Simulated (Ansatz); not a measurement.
## CaH4 in Ansatz: the effect of strain

The system is CaH4.

```
Ca H
1.0
     4.00126    0.00000    0.00000
     0.00000    4.00126    0.00000
     0.00000    0.00000    4.16798
Ca H
1 4
Direct
  0.00000 0.00000 0.00000
  0.50000 0.00000 0.00000
  0.00000 0.50000 0.00000
  0.00000 0.00000 0.50000
  0.50000 0.50000 0.50000
```

The cell was built by a generator and needn't be a form met in nature.

The cell isn't the ideal one: strained by -4 %.

Alike in all runs:

```yaml
Program: Ansatz 0.2.0
Task: single point
Functional: PBE
Potentials_or_basis: Ansatz PAW
Cutoff: "420 eV (not typed: the program's choice for these potentials)"
k_mesh: 5 × 5 × 5
Occupations: fermi-dirac, width 0.05 eV
Spin: no spin polarisation
```

```tsv
strain	pressure (GPa)
-0.04	2.3
-0.02	1.1
-0.01	?
```

Task: What does the run with strain -0.01 give?

Result: Pressure 0.6 GPa.
